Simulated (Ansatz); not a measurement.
# CH5BClInOSi: the cost of one run

Method: RKS revPBE-D4/def2-SVP, in Ansatz 0.2.0.

### Step 1. Starting point

Bond lengths: B1–C2 1.636 Å, C2–O3 1.402 Å, C2–Si4 1.791 Å, O3–Si4 1.770 Å, Si4–Cl5 2.071 Å, Si4–In6 2.470 Å, Cl5–In6 2.904 Å, B1–H7 1.164 Å, B1–H8 1.155 Å, C2–H9 1.103 Å, In6–H10 1.506 Å, In6–H11 0.992 Å. Angles (14 of 23 angles, heavy atoms first): B1–C2–O3 112.7°, B1–C2–Si4 116.7°, O3–C2–Si4 66.0°, C2–O3–Si4 67.6°, C2–Si4–O3 46.3°, C2–Si4–Cl5 112.3°, C2–Si4–In6 108.5°, O3–Si4–Cl5 109.6°, O3–Si4–In6 154.8°, Cl5–Si4–In6 79.0°, Si4–Cl5–In6 56.6°, Si4–In6–Cl5 44.4°, B1–C2–H9 119.3°, O3–C2–H9 113.9°.

Structure file:

```xyz
11

B     0.4092   -1.8140   -0.2186
C     0.1562   -0.3821   -0.9690
O    -1.0437   -0.3542   -1.6931
Si   -1.0954    0.6874   -0.2628
Cl   -0.8559    2.6633   -0.8346
In   -0.1986    1.6746    1.8159
H    -0.4060   -2.6342   -0.3498
H     1.3472   -1.9199    0.4470
H     0.9973    0.1166   -1.4798
H     1.2019    1.1759    1.5767
H    -0.4469    0.7295    1.9886
```

### Step 2. End point A

Contents of input.yaml:

```yaml
crystal:
  periodic: [false, false, false]
  atoms:
    - { symbol: B, position_ang: [0.4092, -1.814, -0.2186] }
    - { symbol: C, position_ang: [0.1562, -0.3821, -0.969] }
    - { symbol: O, position_ang: [-1.0437, -0.3542, -1.6931] }
    - { symbol: Si, position_ang: [-1.0954, 0.6874, -0.2628] }
    - { symbol: Cl, position_ang: [-0.8559, 2.6633, -0.8346] }
    - { symbol: In, position_ang: [-0.1986, 1.6746, 1.8159] }
    - { symbol: H, position_ang: [-0.406, -2.6342, -0.3498] }
    - { symbol: H, position_ang: [1.3472, -1.9199, 0.447] }
    - { symbol: H, position_ang: [0.9973, 0.1166, -1.4798] }
    - { symbol: H, position_ang: [1.2019, 1.1759, 1.5767] }
    - { symbol: H, position_ang: [-0.4469, 0.7295, 1.9886] }
basis:
  gaussian: { orbitals: def2-SVP }
hamiltonian:
  xc: revpbe
  dispersion: d4
relax:
  f_tol: 0.015
  max_steps: 40
output:
  orbitals: {}
```

The run is started by

```sh
$ ansatz run input.yaml --threads 2 --pin off --max-ram 3072MiB --backend cpu --events-out ev --progress --plain --runs-dir out
```

What time and memory should one allow on 2 threads of AMD EPYC 7R13 (Zen 3), shared host?

About 53 s, with a peak of 0.24 GiB.
